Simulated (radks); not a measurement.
# Valence configurations of Au⁺

NIST gives [Xe] 4f14 5d10 as the ground configuration of Au⁺. Does this level of theory agree? Several fillings of the valence shells are run.

The numbers are computed with radks (a radial shooting solver on a logarithmic mesh, Libxc functionals) version 1 (scalar-relativistic Kohn-Sham, r2SCAN, spin-polarised, spherical densities, finite nucleus; open shells are filled with parallel spins first), except any that are marked as measured or tabulated.

## 1. The system

| Property | Result |
| --- | --- |
| element | gold (Z = 79) |
| charge | +1 |
| electrons | 78 |
| configuration | [Xe] 4f14 5d10 |
| nuclear rms radius | 5.4371 fm |
| others tried | 4f13 5d10 6p1; 4f13.5 5d10 6s0.5; 4f13.5 5d9 6s0.5 6p1; 4f14 5d8.5 6s0.5 6p1; 4f14 5d9 6p1; 4f13 5d10 6s1; 4f12.5 5d9 6s1.5 6p1; 4f14 5d9 6s1; 4f14 5d8 6p2 |

Outer shells as boxes (Hund's rule):

Au⁺
```
[Xe] core
4f [↑↓][↑↓][↑↓][↑↓][↑↓][↑↓][↑↓]
5d [↑↓][↑↓][↑↓][↑↓][↑↓]
```

## 2. [Xe] 4f14 5d10

Input:

```text
Z 79
configuration [Xe] 4f14 5d10
relativity scalar-relativistic
functional r2scan,r2scan
spin polarised
nucleus finite rms 5.4371 fm
c 137.035999084
```

## 3. [Xe] 4f13 5d10 6p1

Settings, as their differences from step 2:

```diff
@@ -1,3 +1,3 @@
 Z 79
-configuration [Xe] 4f14 5d10
+configuration [Xe] 4f13 5d10 6p1
 relativity scalar-relativistic
```

## 4. [Xe] 4f13.5 5d10 6s0.5

Settings, as their differences from step 3:

```diff
@@ -1,3 +1,3 @@
 Z 79
-configuration [Xe] 4f13 5d10 6p1
+configuration [Xe] 4f13.5 5d10 6s0.5
 relativity scalar-relativistic
```

## 5. [Xe] 4f13.5 5d9 6s0.5 6p1

Input:

```text
Z 79
configuration [Xe] 4f13.5 5d9 6s0.5 6p1
relativity scalar-relativistic
functional r2scan,r2scan
spin polarised
nucleus finite rms 5.4371 fm
c 137.035999084
```

## 6. [Xe] 4f14 5d8.5 6s0.5 6p1

Input:

```text
Z 79
configuration [Xe] 4f14 5d8.5 6s0.5 6p1
relativity scalar-relativistic
functional r2scan,r2scan
spin polarised
nucleus finite rms 5.4371 fm
c 137.035999084
```

## 7. [Xe] 4f14 5d9 6p1

Input:

```text
Z 79
configuration [Xe] 4f14 5d9 6p1
relativity scalar-relativistic
functional r2scan,r2scan
spin polarised
nucleus finite rms 5.4371 fm
c 137.035999084
```

## 8. [Xe] 4f13 5d10 6s1

Settings, as their differences from step 7:

```diff
@@ -1,3 +1,3 @@
 Z 79
-configuration [Xe] 4f14 5d9 6p1
+configuration [Xe] 4f13 5d10 6s1
 relativity scalar-relativistic
```

## 9. [Xe] 4f12.5 5d9 6s1.5 6p1

Input:

```text
Z 79
configuration [Xe] 4f12.5 5d9 6s1.5 6p1
relativity scalar-relativistic
functional r2scan,r2scan
spin polarised
nucleus finite rms 5.4371 fm
c 137.035999084
```

## 10. [Xe] 4f14 5d9 6s1

Input:

```text
Z 79
configuration [Xe] 4f14 5d9 6s1
relativity scalar-relativistic
functional r2scan,r2scan
spin polarised
nucleus finite rms 5.4371 fm
c 137.035999084
```

## 11. [Xe] 4f14 5d8 6p2

Settings, as their differences from step 10:

```diff
@@ -1,3 +1,3 @@
 Z 79
-configuration [Xe] 4f14 5d9 6s1
+configuration [Xe] 4f14 5d8 6p2
 relativity scalar-relativistic
```

Q: Predict the outcome of this session. Wanted: for each run, valence; E − E(NIST configuration); moment; highest level; its energy; 1s shift.

As calculated:

```csv
valence,E − E(NIST configuration) (eV),moment (μB),highest level,its energy (eV),1s shift (eV)
4f14 5d10,0.000,0,5d,-15.465,+0.00
4f14 5d9 6s1,2.355,2,6s up,-15.193,-3.47
4f14 5d9 6p1,9.885,2,6p up,-8.535,-5.31
4f14 5d8.5 6s0.5 6p1,11.398,3,6p up,-9.100,-7.05
4f14 5d8 6p2,21.084,4,6p up,-10.479,-10.55
4f13.5 5d10 6s0.5,40.250,1,6s up,-13.974,-7.87
4f13.5 5d9 6s0.5 6p1,51.280,3,6p up,-9.106,-13.34
4f13 5d10 6s1,83.494,2,6s up,-15.167,-15.99
4f13 5d10 6p1,91.028,2,6p up,-8.533,-17.88
4f12.5 5d9 6s1.5 6p1,144.91,4,6p up,-9.935,-30.28
```

Theory agrees with NIST among these: the next, 4f14 5d9 6s1, lies 2.355 eV higher. The energies are those of spherical high-spin densities, not of single terms. The 1s eigenvalue shifts by up to 30.28 eV as the valence charge is rearranged.
